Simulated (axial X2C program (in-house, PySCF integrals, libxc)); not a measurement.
# CuH⁺: properties at the nuclei

Aim: properties at the nuclei of CuH⁺, with spin–orbit coupling in the Hamiltonian from the start.

The runs use an in-house X2C program for linear molecules on PySCF integrals; two-component X2C with atomic mean-field terms, Cu dyall-cv3z, H dyall-v3z.

All values are calculated.

**1. The job**

task.json reads:

```json
{
 "zs": [
  29,
  1
 ],
 "q": 1,
 "bas": [
  "dyall-cv3z",
  "dyall-v3z"
 ],
 "r0": 1.44,
 "levels": [
  "PBE0",
  "HF",
  "BP86",
  "TPSSh",
  "LDA"
 ],
 "nst": 3
}
```

Keys: zs atomic numbers; q charge; bas basis sets; r0 starting distance in Å; levels methods (HF also brings MP2); nst determinants followed.

The run is started by

```console
$ python soeom.py task.json out
```

After this run come: Expectation values, lowest determinant; Expectation values, a higher determinant; Expectation values, a higher determinant.

What does the calculation give? Wanted: lowest determinant; Eeff magnitude; Ws magnitude Cu; A∥/gI Cu; qzz Cu; higher determinant (for each run or level that gives them).

The runs gave:

| quantity | value |
| --- | --- |
| lowest determinant | Ω = 1/2 (excess of +ω over −ω: ω = 1/2) |
| Eeff magnitude (GV/cm), PBE0 | 1.19 |
| Ws magnitude Cu (kHz), PBE0 | 0.886 |
| A∥/gI Cu (MHz), PBE0 | 2150 |
| qzz Cu (a.u.), PBE0 | 1.49 |
| higher determinant | Ω = 3/2 (excess of +ω over −ω: ω = 3/2) |
| Eeff magnitude (GV/cm), PBE0, higher determinant | 0.0366 |
| Ws magnitude Cu (kHz), PBE0, higher determinant | 0.00507 |
| A∥/gI Cu (MHz), PBE0, higher determinant | 627 |
| qzz Cu (a.u.), PBE0, higher determinant | 1.43 |
| higher determinant | Ω = 5/2 (excess of +ω over −ω: ω = 5/2) |
| Eeff magnitude (GV/cm), PBE0, higher determinant | 0.0277 |
| Ws magnitude Cu (kHz), PBE0, higher determinant | 0.00486 |
| A∥/gI Cu (MHz), PBE0, higher determinant | 613 |
| qzz Cu (a.u.), PBE0, higher determinant | -4.62 |

What this shows: In the first state, the effective field runs from 0.453 to 1.2 GV/cm over the mean-field levels, so the levels don't agree on it. The expectation values come from single determinants, which for open shells can mix terms of unlike spin or miss the lowest Ω, so a determinant need not be a state. Eeff is the effective electric field on the electron dipole moment in this Ω state and Ws the scalar–pseudoscalar constant (defined with the proton number Z and per Ω); A∥ is the parallel hyperfine constant, which follows by multiplying with the nuclear g factor gI = μI/(I μN); qzz is the electric field gradient, eQq0 = 234.96 MHz × Q/barn × qzz. The operators were transformed with the bare-nucleus X2C matrices.
